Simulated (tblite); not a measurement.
# C7H13AlO: the cost of one run

The runs use tblite 0.8.0 and PySCF 2.14.0, with density-fitted response routines of our own; the level of theory stands in each step. All values are computed, except where a source is named. Atoms are numbered from 0 throughout.

### 1 Starting geometry

22 atoms, charge 0, multiplicity 1; geometry from: force field or distance geometry start.

Bonds of the start (Å): C0–C1 1.35, C1–C2 1.44, C1–C3 1.45, C3–O4 1.42, O4–C5 1.40, C3–C6 1.29, C6–C7 1.47, C6–Al8 1.99, C0–H9 1.07, C0–H10 1.09, C2–H11 1.12, C2–H12 1.16, C2–H13 1.09, C5–H14 1.11, C5–H15 1.10, C5–H16 1.10, C7–H17 1.12, C7–H18 1.09, C7–H19 1.14, Al8–H20 1.59, Al8–H21 1.58.

### 2 Geometry optimisation with GFN2-xTB

The job: settings as JSON, then the geometry in Å.

```
{"job": {"kind": "relax", "xc": "GFN2-xTB", "basis": "xTB"}, "charge": 0, "multiplicity": 1}
C     -2.040600    -1.144000     0.688100
C     -1.402900    -0.033700     0.256900
C     -2.224100     1.071000    -0.164000
C      0.043100    -0.116500     0.302300
O      0.577700    -1.339400     0.795600
C      0.942200    -2.412600    -0.019300
C      0.898200     0.787200    -0.040700
C      0.523800     2.110200    -0.551700
Al     2.836300     0.364000     0.145500
H     -1.525200    -2.017900     1.034300
H     -3.133000    -1.131400     0.677100
H     -2.296200     1.105000    -1.278400
H     -3.286900     0.837100     0.224400
H     -1.886500     2.013900     0.259300
H      1.327200    -3.208500     0.655300
H      1.737000    -2.067300    -0.701200
H      0.070200    -2.768700    -0.596100
H      0.298100     2.850800     0.256400
H     -0.198000     2.131400    -1.367400
H      1.484800     2.492000    -1.026000
H      3.871100     1.481300    -0.310700
H      3.373300    -0.984600     0.759400
```

Run with:

```sh
OMP_NUM_THREADS=1 python probes_run.py task.json out
```

The driver reads the jobs from task.json and runs them one after another.

**Question.** How long does this first job take on 1 thread of Intel Xeon at 2.50GHz, shared host, and how much memory does it need?

About 8.2 s, with a peak of 0.18 GiB.
